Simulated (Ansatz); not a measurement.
# BrHOSi: up Jacob's ladder to CCSD(T)

How much do the methods differ for BrHOSi? The plan is to run it at one geometry with functionals of several rungs and with coupled cluster, and see how far each lands from CCSD(T) at the basis-set limit for the atomisation energy.

Program: Ansatz 0.2.0, Gaussian basis. Level of theory: functionals in def2-TZVPP, the program's frozen cores in correlated methods. These are calculated values, not measurements.

Plan: LDA (SPW92), PBE-D4, revPBE-D4, BLYP-D4, r2SCAN-D4, B97M-V, PBE0-D4, B3LYP-D4, r2SCANh-D4, r2SCAN0-D4, HSE06-D4, BHLYP-D4, CAM-B3LYP-D4, LC-ωPBE, ωB97X-V, ωB97M-V, B2PLYP, PBE-QIDH; CCSD(T)/def2-SVP; CCSD(T)/def2-TZVPP; MP2/def2-QZVPP; extrapolation to the limit; RPA on PBE.

### Step 1. The relaxed structure

All runs share one geometry, relaxed beforehand with PBE0-D4 in a triple-zeta def2 set.

SMILES `O[Si]Br`, 4 atoms, charge 0, spin multiplicity 1.

Atoms are counted from 1 here; the program's logs count them from 0.

Bond lengths: O1–Si2 1.635 Å, O1–H4 0.963 Å, Si2–Br3 2.289 Å. Angles: Si2–O1–H4 120.7°, O1–Si2–Br3 101.2°.

### Step 2. LDA

This LDA is Slater exchange with PW92 correlation.

Contents of in.yaml:

```yaml
crystal:
  periodic: [false, false, false]
  atoms:
    - {symbol: O, position_ang: [-0.885206, 0.465063, -0.454500]}
    - {symbol: Si, position_ang: [-0.590515, -0.799573, 0.539768]}
    - {symbol: Br, position_ang: [1.692581, -0.725172, 0.691617]}
    - {symbol: H, position_ang: [-0.161361, 0.999382, -0.797184]}
basis:
  gaussian: {orbitals: def2-TZVPP}
hamiltonian: {xc: lda}
output: {orbitals: {seedname: orbitals}}
```

The runs that follow: PBE-D4 (GGA); revPBE-D4 (GGA); BLYP-D4 (GGA); r2SCAN-D4 (meta-GGA); B97M-V (meta-GGA); PBE0-D4 (hybrid); B3LYP-D4 (hybrid); r2SCANh-D4 (hybrid); r2SCAN0-D4 (hybrid); HSE06-D4 (hybrid); BHLYP-D4 (hybrid); CAM-B3LYP-D4 (range-separated); LC-ωPBE-D4 (range-separated); ωB97X-V (range-separated); ωB97M-V (range-separated); B2PLYP (double hybrid); PBE-QIDH (double hybrid); CCSD(T) in def2-SVP; CCSD(T) in def2-TZVPP; MP2 in def2-QZVPP; RPA on PBE orbitals.

Q: Predict the results of all the runs planned. Wanted: atomisation energy, CCSD(T)/CBS; farthest beyond LDA; mean size of error, GGA; mean size of error, meta-GGA; mean size of error, hybrid; mean size of error, range-separated; mean size of error, double hybrid; gap, smallest and largest; T1 diagnostic.

As calculated:

```
                               quantity                                      value
        atomisation energy, CCSD(T)/CBS                              1361.3 kJ/mol
 functionals within 13.6 kJ/mol (1.0 %)        BLYP-D4, r2SCAN-D4, B97M-V, ωB97M-V
                    farthest beyond LDA                    BHLYP-D4 (-85.0 kJ/mol)
                mean size of error, GGA                                17.6 kJ/mol
           mean size of error, meta-GGA                                10.8 kJ/mol
             mean size of error, hybrid                                40.4 kJ/mol
    mean size of error, range-separated                                20.7 kJ/mol
      mean size of error, double hybrid                                35.1 kJ/mol
              gap, smallest and largest  3.46 eV (LDA (SPW92)), 10.05 eV (LC-ωPBE)
                          T1 diagnostic                                     0.0117
triples share of the correlation energy                                      3.7 %
```

**Reading.** LDA overbinds by 216.6 kJ/mol (16 %). PBE-D4 is off by +19.5 kJ/mol. Double hybrids carry the basis error of their MP2 part in triple zeta, and no dispersion term here, so their miss is partly the set-up's. By mean error the best rung here is meta-GGA (10.8 kJ/mol) and the worst beyond LDA is hybrid (40.4 kJ/mol). The gap between the best rungs is small, so their order is not settled. The mean of the hybrids holds BHLYP, with half exact exchange. Misses under about 13.6 kJ/mol are within the doubt on the reference itself, which lacks core-valence correlation, relativity and higher excitations, and its outer-core shells are covered unevenly. All levels share the lack of spin-orbit coupling, which lowers the free heavy atoms and so the true binding. Hartree-Fock recovers 67 % of the binding; the rest is correlation. CCSD(T) in def2-SVP is off by -149.5 kJ/mol, so the small basis spoils what the method gains. Orbital gaps span 3.5 to 10.0 eV; exact exchange widens them. Correlated methods include outer-core shells of Br, which these sets cover unevenly.
